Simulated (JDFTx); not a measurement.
A run of JDFTx 1.7.0 (patched build) is set up as follows.

The input TiO.in:

```
lattice \
    9.4280095008    -4.7140047504     0.0000000000 \
    0.0000000000     8.1648957349     0.0000000000 \
    0.0000000000     0.0000000000     5.4297754718
coords-type Lattice
ion Ti     0.0000000000     0.0000000000     0.0000000000 1
ion Ti     0.3333333333     0.6666666667     0.5000000000 1
ion Ti     0.6666666667     0.3333333333     0.5000000000 1
ion O      0.0000000000     0.3944407600     0.0000000000 1
ion O      0.3944407600     0.0000000000     0.0000000000 1
ion O      0.6055592400     0.6055592400     0.0000000000 1

ion-species pseudo/Ti.upf
ion-species pseudo/O.upf
elec-cutoff 42 336
elec-ex-corr gga-PBEsol
kpoint-folding 6 6 9
elec-smearing Fermi 0.0018374661
elec-n-bands 36
electronic-SCF nIterations 100 energyDiffThreshold 1e-09
electronic-minimize nIterations 30 energyDiffThreshold 1e-7
converge-empty-states yes
forces-output-coords Cartesian

dump-name run.$VAR
dump End Ecomponents EigStats BandEigs Kpoints Forces Stress
```

Potentials or basis: PseudoDojo-SR-PBEsol-0.4.1-standard with smoothed tails.

The run is started by

```bash
$ jdftx -c 1 -i TiO.in -o TiO.out
```

(1) Estimate the Loewdin charges.

(2) Estimate the pressure.

(3) Estimate the largest force.

(4) What does it give for the band gap on the k mesh?

Answers

(1) Ti +0.63, +0.80; O -0.65 e.

(2) -6.2 GPa.

(3) 0.031 eV/Å.

(4) none (metal or under the smearing width).

Caveat: the empty levels aren't tightly converged; semilocal functionals often make such compounds metallic where correlation or magnetic order opens a gap, which also shifts bond lengths.
